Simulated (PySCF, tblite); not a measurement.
# C12H9B2Br: excited states

Wanted: excited states for C12H9B2Br (`Brc1cccc2c1Bc1ccccc1B2`).

Computed with tblite 0.8.0 and PySCF 2.14.0 and routines of our own; the level stands in each step. Atoms count from 0.

## Step 1: The system as given

24 atoms, charge 0, multiplicity 1; geometry from: force field or distance geometry start.

## Step 2: Relaxing the molecule with GFN2-xTB

The job: settings as JSON, then the geometry in Å.

```
{"job": {"kind": "relax", "xc": "GFN2-xTB", "basis": "xTB"}, "charge": 0, "multiplicity": 1}
Br     2.781300     3.237000     0.378400
C      2.602800     1.366600    -0.005100
C      3.794300     0.652800    -0.265000
C      3.743700    -0.701400    -0.557800
C      2.524500    -1.387900    -0.553300
C      1.328200    -0.701100    -0.292900
C      1.365500     0.690500    -0.007500
B      0.015300     1.457900     0.305100
C     -1.344900     0.649900     0.279800
C     -2.558400     1.320200     0.551100
C     -3.767500     0.620700     0.528100
C     -3.785000    -0.748300     0.247600
C     -2.592800    -1.419500    -0.012500
C     -1.363100    -0.729700    -0.010900
B     -0.031200    -1.490500    -0.310000
H      4.735900     1.170200    -0.250700
H      4.662600    -1.240900    -0.755600
H      2.515200    -2.452700    -0.781400
H     -0.003700     2.612000     0.549500
H     -2.555700     2.383500     0.775200
H     -4.694400     1.148500     0.741500
H     -4.721700    -1.279900     0.235200
H     -2.613300    -2.474000    -0.228200
H     -0.049300    -2.664000    -0.553000
```

Started as:

```console
$ OMP_NUM_THREADS=2 python excited_run.py task.json out
```

One launch serves the whole session: the jobs run in the order shown.

Log:

```text
step      E/eV     max force
  0   -1001.23620    1.344
  1   -1001.29516    0.465
  2   -1001.31934    0.349
  3   -1001.34715    0.263
  4   -1001.35218    0.168
  5   -1001.35474    0.075
  6   -1001.35541    0.067
  7   -1001.35608    0.054
  8   -1001.35665    0.058
  9   -1001.35718    0.053
 10   -1001.35749    0.033
 11   -1001.35767    0.024
 12   -1001.35779    0.027
 13   -1001.35788    0.021
 14   -1001.35796    0.019
 15   -1001.35802    0.022
 16   -1001.35806    0.014
 17   -1001.35808    0.008
```

Wall time 0.48 s (2 threads of Intel Xeon Platinum 8375C at 2.90GHz, shared host); peak memory 0.18 GiB.

Relaxation path:

```tsv
step	energy from step 0 (eV)	largest force (eV/Å)
0	0.0000	1.3436
1	-0.0590	0.4651
2	-0.0831	0.3492
3	-0.1110	0.2632
4	-0.1160	0.1683
5	-0.1185	0.0754
6	-0.1192	0.0674
7	-0.1199	0.0545
8	-0.1204	0.0581
9	-0.1210	0.0532
10	-0.1213	0.0331
11	-0.1215	0.0242
12	-0.1216	0.0269
13	-0.1217	0.0213
14	-0.1218	0.0192
15	-0.1218	0.0218
16	-0.1219	0.0143
17	-0.1219	0.0081
```

Close pairs (by a distance rule), those that changed most:

```tsv
bond	before (Å)	after (Å)	change (Å)
B7–C8	1.582	1.550	-0.033
C6–B7	1.584	1.558	-0.027
B14–H23	1.199	1.172	-0.026
C1–C2	1.413	1.387	-0.026
C8–C9	1.413	1.396	-0.016
C13–B14	1.563	1.547	-0.016
C5–B14	1.572	1.558	-0.015
C1–C6	1.410	1.396	-0.014
```

The end geometry stands in the next job.

## Step 3: Harmonic vibrations with GFN2-xTB

The job: settings as JSON, then the geometry in Å.

```
{"job": {"kind": "ir", "xc": "GFN2-xTB", "basis": "xTB"}, "charge": 0, "multiplicity": 1}
Br     2.778500     3.190542     0.366980
C      2.589075     1.321349    -0.002238
C      3.772744     0.647961    -0.267130
C      3.733300    -0.704571    -0.545576
C      2.514070    -1.361787    -0.554685
C      1.319579    -0.692840    -0.288482
C      1.341165     0.696553    -0.000040
B      0.003658     1.436576     0.299297
C     -1.333891     0.654555     0.279531
C     -2.543079     1.300697     0.544022
C     -3.748941     0.618998     0.529890
C     -3.767299    -0.737012     0.249604
C     -2.579537    -1.398835    -0.014155
C     -1.352926    -0.731773    -0.007412
B     -0.028443    -1.472865    -0.306070
H      4.711466     1.181262    -0.253887
H      4.649553    -1.237709    -0.753645
H      2.484333    -2.419642    -0.772945
H     -0.015066     2.580719     0.543635
H     -2.536353     2.358828     0.764896
H     -4.671705     1.142458     0.736411
H     -4.704323    -1.275522     0.236673
H     -2.599837    -2.457832    -0.230807
H     -0.027778    -2.620345    -0.546313
```

Log:

```text
mode    cm-1     km/mol
  1     -22.4      0.10
  2      46.1      1.03
  3     107.2      0.15
  4     120.9      0.28
  5     160.3      0.05
  6     188.3      0.64
  7     218.9      0.06
  8     236.0      0.63
  9     292.6      0.37
 10     333.1      0.05
 11     366.8      0.04
 12     368.4      0.18
 13     408.7      0.10
 14     428.9      0.11
 15     463.7      0.47
 16     515.6      0.02
 17     565.7      0.39
 18     602.1      8.58
 19     615.9      6.05
 20     630.2      1.56
 21     684.3      8.75
 22     699.2    182.84
 23     746.0      2.94
 24     754.5      0.17
 25     764.4     14.74
 26     795.2      0.08
 27     816.3      6.61
 28     840.0      0.35
 29     855.0      5.93
 30     888.2      0.00
 31     902.1      0.67
 32     923.9      0.48
 33     927.6      0.08
 34     933.7      0.02
 35    1033.5      6.67
 36    1069.8     11.86
 37    1082.0     81.23
 38    1099.0      3.69
 39    1101.6      1.84
 40    1132.2     28.48
 41    1166.9      2.97
 42    1184.2      1.92
 43    1192.6      4.29
 44    1208.5      3.55
 45    1232.3      3.15
 46    1260.3     30.69
 47    1266.9    376.18
 48    1295.0     98.00
 49    1311.9      4.12
 50    1393.4     28.08
 51    1411.8     13.18
 52    1414.7     85.92
 53    1449.2     40.33
 54    1532.7     33.33
 55    1551.2      0.31
 56    1555.3      7.99
 57    1569.3     11.87
 58    2624.2    155.06
 59    2650.7    112.43
 60    3063.7      2.81
 61    3067.7      7.26
 62    3073.0      5.20
 63    3075.1     88.09
 64    3082.9    100.71
 65    3083.4     50.94
 66    3094.4     22.24
```

Run time: 2.4 s. Hardware: 2 threads of Intel Xeon Platinum 8375C at 2.90GHz, shared host; peak memory 0.18 GiB.

Which atoms move in the most intense modes:

```tsv
cm⁻¹	km/mol	atoms
699	182.8	H23 19 %, H18 15 %, B14 14 %, B7 12 %
1267	376.2	B14 18 %, C13 12 %
1295	98.0	C5 24 %, C6 18 %, C3 11 %
1415	85.9	C5 18 %, C6 15 %, C1 15 %, C4 11 %
2624	155.1	H23 92 %
2651	112.4	H18 92 %
3075	88.1	H19 35 %, H22 24 %, H21 23 %
3083	100.7	H17 27 %, H16 21 %, H20 15 %, H21 12 %
```

## Step 4: Excited states: TDA wB97X-D/def2-SVPD

The job, as its differences from that of step 3:

```diff
@@ -1,2 +1,2 @@
-{"job": {"kind": "ir", "xc": "GFN2-xTB", "basis": "xTB"}, "charge": 0, "multiplicity": 1}
+{"job": {"kind": "states", "xc": "wB97X-D", "basis": "def2-SVPD", "tda": true, "soc": true, "nstates": 6, "ntriplets": 4, "nquad": 4}, "charge": 0, "multiplicity": 1}
 Br     2.778500     3.190542     0.366980
```

With the program's defaults for keys left out, this is: TDA wB97X-D/def2-SVPD excited states, vertical, gas phase, spin-orbit mean-field couplings.

Log:

```text
coarse grid: 102104 points
cycle   1  E = -3085.7101307230  dE =  2.337e+00  |g| = 4.391e-01  |ddm| = 3.402e+01
cycle   2  E = -3085.7323565200  dE = -2.223e-02  |g| = 4.189e-01  |ddm| = 6.560e+00
cycle   3  E = -3085.7752058479  dE = -4.285e-02  |g| = 8.904e-02  |ddm| = 2.601e+00
cycle   4  E = -3085.7774683676  dE = -2.263e-03  |g| = 3.318e-02  |ddm| = 7.409e-01
cycle   5  E = -3085.7777616923  dE = -2.933e-04  |g| = 7.405e-03  |ddm| = 2.525e-01
cycle   6  E = -3085.7777827117  dE = -2.102e-05  |g| = 2.530e-03  |ddm| = 6.788e-02
cycle   7  E = -3085.7777863190  dE = -3.607e-06  |g| = 1.318e-03  |ddm| = 3.244e-02
final grid: 218336 points
cycle   8  E = -3085.7769190027  dE = -2.900e-06  |g| = 1.516e-03  |ddm| = 8.286e-02
cycle   9  E = -3085.7769189318  dE =  7.084e-08  |g| = 1.770e-03  |ddm| = 1.690e-02
cycle  10  E = -3085.7769197323  dE = -8.005e-07  |g| = 1.884e-04  |ddm| = 8.303e-03
cycle  11  E = -3085.7769197616  dE = -2.931e-08  |g| = 1.054e-04  |ddm| = 1.979e-03
cycle  12  E = -3085.7769197726  dE = -1.098e-08  |g| = 4.119e-05  |ddm| = 1.084e-03
cycle  13  E = -3085.7769197747  dE = -2.053e-09  |g| = 1.906e-05  |ddm| = 4.181e-04
cycle  14  E = -3085.7769197750  dE = -3.620e-10  |g| = 7.076e-06  |ddm| = 1.739e-04
converged SCF energy = -3085.7769197750

Singlet excitations
state   eV       nm        f     d(h-e)  d(exc)  Lambda  PR(NTO)  |dmu|/D   mu/D   main configurations
  1   3.7864   327.4   0.00398   0.218   3.636   0.664   1.059    0.725    2.116   H-1->L 0.91
  2   3.9791   311.6   0.16699   1.361   3.901   0.547   1.229    4.291    3.172   H->L 0.84
  3   4.4418   279.1   0.00024   0.141   3.202   0.558   1.060    0.442    2.104   H-5->L 0.92
  4   4.4508   278.6   0.03183   1.076   3.588   0.626   1.411    3.089    4.091   H-2->L 0.80
  5   4.6289   267.8   0.00000   0.983   3.486   0.381   1.073                     H-6->L 0.45, H-3->L 0.42
  6   4.9952   248.2   0.00000   0.918   3.683   0.408   1.142                     H-6->L 0.46, H-3->L 0.32, H-9->L 0.13

Triplet excitations (Tamm-Dancoff)
state   eV     d(h-e)  d(exc)  Lambda  PR(NTO)   main configurations
  1   2.9980   0.153   3.279   0.680   1.287   H-1->L 0.84
  2   3.3098   1.169   3.615   0.541   1.099   H->L 0.84
  3   3.5966   1.080   3.328   0.622   1.131   H-2->L 0.85
  4   3.7127   0.056   2.834   0.779   2.333   H-4->L 0.55, H-1->L+2 0.19
S1 - T1 = 0.7883 eV

Spin-orbit couplings |<S|Hso|T>| (cm-1)
             T1       T2       T3       T4
S0        0.457    2.106    1.005    0.111
S1        0.023    0.202    0.120    0.125
S2        0.189    0.055    0.229    0.523
S3        6.332   35.386   13.868    1.385
S4        0.673    3.842    1.389    0.296
S5       43.546  224.772   86.896    6.456
S6       58.419  296.240  115.496    8.507
T1 sublevels (cm-1): 0.000 0.331 0.346   radiative rates (1/s): 0.0345 0.0173 0.043
```

Run time: 3.6 min. Hardware: 2 threads of Intel Xeon Platinum 8375C at 2.90GHz, shared host; peak memory 2.7 GiB.

From this job:

```tsv
quantity	value
S1 less T1	0.79 eV
```

## Step 5: What came out

| quantity | value |
| --- | --- |
| strongest single infrared mode (GFN2-xTB) | 1267 cm⁻¹, 376 km/mol |
| zero-point energy (GFN2-xTB) | 106.5 kcal/mol |
| S1 less T1 (step 4, TDA wB97X-D/def2-SVPD) | 0.79 eV |

In words: The lowest mode is imaginary (22i cm⁻¹), so the xTB geometry is not a minimum. The strongest single mode, at 1267 cm⁻¹, is spread over many atoms; the largest shares are those of B14, C13. GFN2-xTB is a fitted tight-binding method: band positions and strengths are rough. Its intensities can rank the bands wrongly. Scalar relativity is left out for the heavy atoms. In step 4, the number of triplets below S1 is at least 4, and the largest singlet-triplet spin-orbit coupling is S6–T2, 296.24 cm⁻¹.
